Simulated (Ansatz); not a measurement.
Born–Oppenheimer molecular dynamics of a periodic cell of 21 atoms, KBaYB$_{6}$O$_{12}$ (host KBaYB6O12, host structure R3). It goes on from the last frame of an earlier run, with new velocities.

All numbers below come from DFT PBEsol, scalar-relativistic, plane waves, PAW in Ansatz. Settings: cutoff 420 eV, k mesh 2x2x2, fermi-dirac smearing 0.05 eV, no spin polarisation.

- ensemble: NVT, Nosé–Hoover chain
- time step: 1 fs
- steps asked: 200
- set temperature: 1560 K
- thermostat: time constant 50 fs, chain length 5
- seed: 151202

Frames 10 fs apart, positions in Å, forces in eV/Å.

Velocities at 10.0 fs (Å/ps):

```
K 7.33 -2.65 6.49
Ba -2.10 -2.01 -0.22
Y 0.89 1.08 -2.41
B 3.11 -1.07 0.83
B -2.99 0.39 7.27
B 6.90 -1.19 5.33
B 8.47 2.71 -4.87
B 5.63 -3.35 -4.57
B 3.24 3.24 -9.11
O -10.37 -17.04 1.27
O -5.14 -5.71 3.77
O -1.59 5.85 -7.75
O -2.31 -1.08 10.05
O -2.79 7.59 -9.24
O 4.68 -4.85 13.02
O -16.79 -4.30 5.81
O 6.41 -0.99 -2.67
O -0.95 6.85 7.08
O 8.66 13.06 -16.17
O 1.12 12.60 -2.85
O -2.23 5.27 0.56
```

```xyz
21
Lattice="3.6215 2.0909 5.9798 -3.6215 2.0909 5.9798 0.0000 -4.1817 5.9798" Properties=species:S:1:pos:R:3:forces:R:3 time_fs=10.0 energy_less_start_eV=1.664 T=925
K 0.266 0.371 4.266 -0.28 -0.40 -0.22
Ba 0.127 0.041 13.991 -0.42 -0.69 0.23
Y -0.049 0.006 0.012 0.45 -1.01 0.66
B -0.503 -1.462 7.421 2.46 0.98 1.17
B -0.782 0.939 7.657 0.20 2.66 -1.52
B 1.396 0.093 7.564 -0.73 -0.77 -0.34
B 0.159 1.289 10.553 -4.68 4.92 -2.39
B 0.770 -0.879 10.690 1.24 -0.22 1.66
B -1.614 -0.398 10.359 -0.02 -2.03 0.10
O -1.582 1.876 7.181 -0.90 1.94 0.51
O 2.617 0.106 7.203 4.42 1.97 -0.99
O -0.933 -2.696 7.379 -0.88 -0.18 0.21
O 1.657 -1.786 10.927 2.61 -1.44 -0.40
O -2.946 -0.754 10.317 2.32 0.29 0.34
O 0.406 2.592 10.622 -0.48 0.51 -0.76
O 0.950 -1.243 7.540 -3.28 -0.33 0.24
O -1.288 -0.300 7.504 0.01 -3.91 0.12
O 0.637 1.223 7.747 -1.82 -0.78 0.71
O -1.169 0.830 9.989 1.42 1.46 0.99
O 1.050 0.471 10.880 3.71 -4.04 1.05
O -0.479 -1.333 10.716 -5.35 1.05 -1.36
21
Lattice="3.6215 2.0909 5.9798 -3.6215 2.0909 5.9798 0.0000 -4.1817 5.9798" Properties=species:S:1:pos:R:3:forces:R:3 time_fs=20.0 energy_less_start_eV=1.500 T=1018
K 0.335 0.340 4.328 -0.58 -0.45 -0.26
Ba 0.105 0.018 13.989 0.33 -0.38 -0.06
Y -0.036 0.014 -0.007 0.87 0.33 1.77
B -0.452 -1.447 7.466 -4.31 -2.45 -0.36
B -0.801 0.990 7.674 -1.09 -1.51 -1.14
B 1.386 0.064 7.609 1.03 0.30 -0.88
B 0.092 1.414 10.423 2.43 -2.07 1.10
B 0.831 -0.879 10.724 -0.80 0.06 1.59
B -1.579 -0.398 10.258 -0.52 1.54 -0.57
O -1.722 1.788 7.201 -0.20 2.42 0.39
O 2.680 0.098 7.214 -1.24 0.90 0.43
O -0.978 -2.661 7.308 -0.50 -0.95 0.45
O 1.697 -1.839 11.010 -0.77 -0.16 -1.33
O -2.902 -0.669 10.236 1.19 0.16 0.27
O 0.445 2.609 10.728 0.00 1.86 -1.57
O 0.788 -1.265 7.612 7.66 2.10 0.99
O -1.233 -0.388 7.487 -1.78 2.45 0.69
O 0.594 1.250 7.832 0.01 -1.77 -0.31
O -1.065 0.965 9.862 -1.81 -1.51 0.53
O 1.139 0.471 10.864 -1.68 -0.67 -1.30
O -0.609 -1.248 10.682 1.77 -0.20 -0.40
21
Lattice="3.6215 2.0909 5.9798 -3.6215 2.0909 5.9798 0.0000 -4.1817 5.9798" Properties=species:S:1:pos:R:3:forces:R:3 time_fs=30.0 energy_less_start_eV=1.487 T=1082
K 0.392 0.296 4.386 -0.67 -0.45 -0.33
Ba 0.084 -0.007 13.988 -0.35 -0.02 0.24
Y -0.014 0.024 -0.009 0.78 0.87 1.61
B -0.549 -1.544 7.516 3.05 2.69 0.39
B -0.894 0.962 7.597 -0.32 0.24 0.28
B 1.418 0.061 7.598 0.74 1.29 0.09
B 0.160 1.460 10.359 1.57 -1.37 1.05
B 0.829 -0.894 10.873 -1.40 -1.26 -1.50
B -1.559 -0.282 10.115 1.76 1.03 0.74
O -1.868 1.834 7.247 2.07 0.47 0.74
O 2.726 0.153 7.235 -1.24 0.98 0.09
O -1.063 -2.694 7.261 -0.25 -1.06 0.82
O 1.709 -1.907 11.025 -1.95 0.90 -0.66
O -2.810 -0.576 10.168 -2.77 -0.40 -0.10
O 0.479 2.703 10.730 0.09 -2.19 -2.89
O 0.900 -1.209 7.725 -1.57 -1.98 -0.37
O -1.274 -0.385 7.503 -1.09 -0.24 -0.07
O 0.534 1.182 7.897 -0.44 -0.50 -1.77
O -1.044 1.029 9.772 -0.05 -0.04 1.36
O 1.176 0.413 10.795 -1.61 1.94 -0.51
O -0.665 -1.175 10.627 3.66 -0.89 0.77
21
Lattice="3.6215 2.0909 5.9798 -3.6215 2.0909 5.9798 0.0000 -4.1817 5.9798" Properties=species:S:1:pos:R:3:forces:R:3 time_fs=40.0 energy_less_start_eV=2.067 T=956
K 0.433 0.239 4.437 -0.80 -0.55 -0.44
Ba 0.060 -0.035 13.987 -0.19 -0.02 0.64
Y 0.017 0.043 0.006 -0.18 0.11 -0.24
B -0.468 -1.523 7.580 -0.52 -0.19 -0.60
B -1.014 0.949 7.537 1.39 0.15 1.50
B 1.472 0.140 7.598 -2.32 -0.68 0.83
B 0.369 1.410 10.380 -3.75 2.08 -1.72
B 0.729 -0.979 10.909 2.65 1.89 -2.14
B -1.481 -0.119 10.037 -2.07 -3.29 2.03
O -1.908 1.920 7.336 1.48 0.19 -0.15
O 2.719 0.269 7.257 0.71 0.78 -0.56
O -1.143 -2.749 7.271 2.69 3.09 1.57
O 1.622 -1.935 11.002 0.66 0.01 0.57
O -2.817 -0.494 10.094 1.39 -0.09 0.33
O 0.520 2.704 10.575 0.65 0.37 -0.67
O 0.976 -1.233 7.824 -2.56 -0.76 -1.11
O -1.389 -0.382 7.519 1.01 -2.23 -0.39
O 0.451 1.080 7.862 -0.44 1.08 -2.08
O -1.035 1.095 9.748 1.93 1.05 1.59
O 1.133 0.429 10.700 2.27 -3.03 1.74
O -0.536 -1.147 10.607 -4.01 0.05 -0.72
21
Lattice="3.6215 2.0909 5.9798 -3.6215 2.0909 5.9798 0.0000 -4.1817 5.9798" Properties=species:S:1:pos:R:3:forces:R:3 time_fs=50.0 energy_less_start_eV=1.175 T=1431
K 0.457 0.166 4.480 -0.95 -0.31 -0.45
Ba 0.034 -0.063 13.991 0.18 0.06 0.35
Y 0.048 0.065 0.021 -0.80 -0.33 -0.17
B -0.425 -1.494 7.603 -2.44 -0.50 -0.17
B -1.050 0.940 7.593 -0.92 -1.20 0.21
B 1.398 0.174 7.647 1.44 -1.22 -1.02
B 0.333 1.438 10.288 0.47 -0.55 0.43
B 0.793 -0.930 10.762 -1.23 -1.21 -0.58
B -1.502 -0.159 10.111 1.31 0.60 0.01
O -1.857 2.016 7.423 0.72 -1.02 -0.48
O 2.714 0.431 7.260 -2.86 -0.78 0.75
O -1.079 -2.659 7.364 1.98 -0.78 -0.03
O 1.564 -1.962 11.005 1.55 -0.10 0.35
O -2.780 -0.419 10.037 -1.24 -0.45 0.88
O 0.606 2.724 10.366 1.19 1.30 0.68
O 0.921 -1.299 7.867 0.71 2.19 -0.81
O -1.452 -0.482 7.515 1.51 2.63 0.15
O 0.340 1.036 7.705 1.17 1.36 -0.74
O -0.935 1.189 9.823 -1.97 -2.91 0.84
O 1.178 0.345 10.676 0.70 3.63 -0.32
O -0.588 -1.121 10.554 -0.52 -0.41 0.11
21
Lattice="3.6215 2.0909 5.9798 -3.6215 2.0909 5.9798 0.0000 -4.1817 5.9798" Properties=species:S:1:pos:R:3:forces:R:3 time_fs=60.0 energy_less_start_eV=1.679 T=1374
K 0.458 0.081 4.515 -1.16 0.14 -0.34
Ba 0.008 -0.093 13.998 0.30 -0.13 0.09
Y 0.072 0.085 0.035 -0.65 -0.22 0.21
B -0.511 -1.441 7.624 1.74 0.00 0.42
B -1.118 0.861 7.669 1.93 2.89 -1.51
B 1.378 0.120 7.623 -2.24 1.09 -0.83
B 0.341 1.508 10.214 2.33 -0.40 0.89
B 0.852 -0.951 10.573 -1.43 0.04 1.98
B -1.496 -0.155 10.190 -1.29 1.00 -0.87
O -1.768 2.058 7.487 -1.40 -1.56 -0.39
O 2.574 0.562 7.296 0.94 -1.10 -0.19
O -0.918 -2.642 7.461 -0.63 -3.09 -0.91
O 1.583 -1.983 11.022 0.44 1.26 -1.10
O -2.794 -0.362 10.030 -1.27 -0.48 1.15
O 0.753 2.800 10.181 -0.64 -0.89 0.94
O 0.885 -1.250 7.861 0.91 2.09 -0.35
O -1.449 -0.460 7.519 -1.58 1.04 0.35
O 0.285 1.062 7.495 1.18 -0.47 0.93
O -0.948 1.136 9.951 -0.54 -0.14 0.13
O 1.277 0.398 10.648 -1.62 0.92 -1.30
O -0.690 -1.143 10.500 4.70 -1.97 0.69
21
Lattice="3.6215 2.0909 5.9798 -3.6215 2.0909 5.9798 0.0000 -4.1817 5.9798" Properties=species:S:1:pos:R:3:forces:R:3 time_fs=70.0 energy_less_start_eV=2.342 T=1227
K 0.429 -0.004 4.542 -1.16 0.78 -0.36
Ba -0.018 -0.126 14.006 0.28 0.44 -0.04
Y 0.089 0.102 0.051 -1.26 -0.67 0.21
B -0.497 -1.404 7.675 -0.54 -2.48 -0.58
B -1.050 0.962 7.626 0.90 -1.44 -1.17
B 1.241 0.170 7.516 2.63 1.84 -0.29
B 0.546 1.550 10.221 -2.68 0.48 -0.41
B 0.783 -1.008 10.533 1.47 1.36 1.89
B -1.561 -0.135 10.214 0.72 -2.02 -0.14
O -1.754 2.033 7.529 -2.61 1.90 -0.62
O 2.463 0.631 7.327 2.27 -0.95 -0.80
O -0.777 -2.770 7.514 -0.16 3.21 0.03
O 1.637 -1.935 10.980 0.51 1.05 -1.11
O -2.882 -0.339 10.094 0.63 -1.52 1.45
O 0.878 2.840 10.044 -1.04 -0.74 1.23
O 0.887 -1.098 7.835 -1.15 -1.52 0.25
O -1.506 -0.378 7.547 1.06 -1.62 0.68
O 0.289 1.081 7.320 -1.50 1.94 0.39
O -1.003 1.081 10.084 2.62 2.30 -0.14
O 1.308 0.529 10.550 0.29 -3.72 0.12
O -0.570 -1.245 10.475 -1.27 1.37 -0.58
21
Lattice="3.6215 2.0909 5.9798 -3.6215 2.0909 5.9798 0.0000 -4.1817 5.9798" Properties=species:S:1:pos:R:3:forces:R:3 time_fs=80.0 energy_less_start_eV=2.063 T=1409
K 0.372 -0.074 4.561 -0.81 0.91 -0.54
Ba -0.043 -0.155 14.014 -0.20 0.89 0.06
Y 0.095 0.113 0.070 -1.02 -0.78 -0.55
B -0.486 -1.515 7.690 0.86 4.78 0.07
B -0.993 1.022 7.496 -4.55 -1.58 0.51
B 1.262 0.319 7.398 -0.53 -1.81 1.20
B 0.553 1.589 10.209 -2.11 -2.21 0.11
B 0.826 -0.930 10.639 0.80 1.91 -1.37
B -1.565 -0.247 10.227 1.66 1.19 0.31
O -1.863 2.067 7.537 0.43 -0.68 -0.58
O 2.489 0.654 7.311 2.93 0.20 -0.99
O -0.652 -2.768 7.563 -1.72 -1.36 -0.26
O 1.731 -1.834 10.879 1.25 -0.88 0.54
O -2.933 -0.400 10.243 2.86 -1.11 0.83
O 0.948 2.840 9.977 -0.77 -0.48 1.31
O 0.840 -0.990 7.811 0.14 0.11 -0.66
O -1.518 -0.378 7.610 1.88 -0.60 0.11
O 0.256 1.207 7.154 1.42 1.51 -0.52
O -0.925 1.139 10.213 0.10 -0.72 -0.27
O 1.338 0.476 10.447 -0.49 -0.99 0.60
O -0.506 -1.286 10.421 -2.12 1.70 0.07
21
Lattice="3.6215 2.0909 5.9798 -3.6215 2.0909 5.9798 0.0000 -4.1817 5.9798" Properties=species:S:1:pos:R:3:forces:R:3 time_fs=90.0 energy_less_start_eV=2.633 T=1256
K 0.292 -0.123 4.567 -0.61 0.76 -0.68
Ba -0.069 -0.181 14.023 0.09 0.43 0.53
Y 0.088 0.117 0.083 -1.37 -0.04 -1.42
B -0.437 -1.383 7.697 -0.34 -2.85 -0.11
B -1.209 0.970 7.384 3.02 1.22 0.35
B 1.316 0.374 7.356 0.25 2.10 -0.55
B 0.408 1.525 10.192 4.01 0.82 0.01
B 0.962 -0.792 10.659 -1.26 -5.76 -1.49
B -1.458 -0.276 10.274 -1.78 1.52 1.35
O -1.968 2.072 7.515 0.96 -1.90 0.13
O 2.646 0.667 7.242 -2.21 -1.39 0.10
O -0.611 -2.756 7.605 -1.03 3.32 0.00
O 1.878 -1.760 10.796 -0.82 -0.53 0.41
O -2.823 -0.520 10.443 2.65 0.96 -0.48
O 0.962 2.790 9.989 -1.67 -2.08 1.20
O 0.810 -0.877 7.755 2.83 0.80 -0.46
O -1.436 -0.410 7.680 -1.28 1.63 -0.70
O 0.252 1.407 6.972 -0.82 -3.33 1.78
O -0.849 1.160 10.329 -3.91 -1.60 -0.39
O 1.361 0.385 10.371 -0.23 6.06 -0.45
O -0.547 -1.234 10.370 3.50 -0.13 0.89
21
Lattice="3.6215 2.0909 5.9798 -3.6215 2.0909 5.9798 0.0000 -4.1817 5.9798" Properties=species:S:1:pos:R:3:forces:R:3 time_fs=100.0 energy_less_start_eV=1.589 T=1710
K 0.196 -0.155 4.557 -0.46 0.37 -0.64
Ba -0.096 -0.203 14.035 0.13 0.54 0.49
Y 0.067 0.119 0.082 -0.64 0.14 -0.79
B -0.381 -1.362 7.699 1.13 3.52 0.05
B -1.205 0.976 7.308 2.96 -0.24 1.20
B 1.359 0.552 7.282 -0.50 -1.01 -0.44
B 0.469 1.458 10.193 -3.06 -0.32 1.06
B 0.991 -0.934 10.518 -0.96 2.63 -1.37
B -1.403 -0.182 10.422 3.00 -0.42 -0.03
O -2.023 1.983 7.496 0.69 -0.02 0.24
O 2.709 0.620 7.171 -2.00 0.54 0.10
O -0.633 -2.607 7.642 -0.69 -2.03 -0.61
O 2.002 -1.733 10.734 -0.75 -0.92 -0.48
O -2.591 -0.604 10.631 -2.87 0.10 0.18
O 0.891 2.661 10.066 -0.32 3.83 -0.07
O 0.910 -0.732 7.668 -0.17 -1.24 -0.03
O -1.406 -0.360 7.712 -0.45 0.86 -0.96
O 0.214 1.443 6.883 0.31 -1.88 1.45
O -0.939 1.110 10.421 0.53 1.24 -0.57
O 1.362 0.512 10.294 1.62 -4.89 0.82
O -0.409 -1.179 10.365 2.50 -0.82 0.41
```

Of the whole run (200 fs, mean temperature of the second half 1542 K): The conserved energy stayed within 0.91 meV per atom of its start (net change 0.76 meV per atom), so the integration is sound. A run of 0.2 ps of so small a system gives no equilibrium averages. Limits of this set-up: coarse k mesh.

The run took 23 min on 1 thread of Arm Neoverse V1 (shared host), peak memory 0.7 GiB.
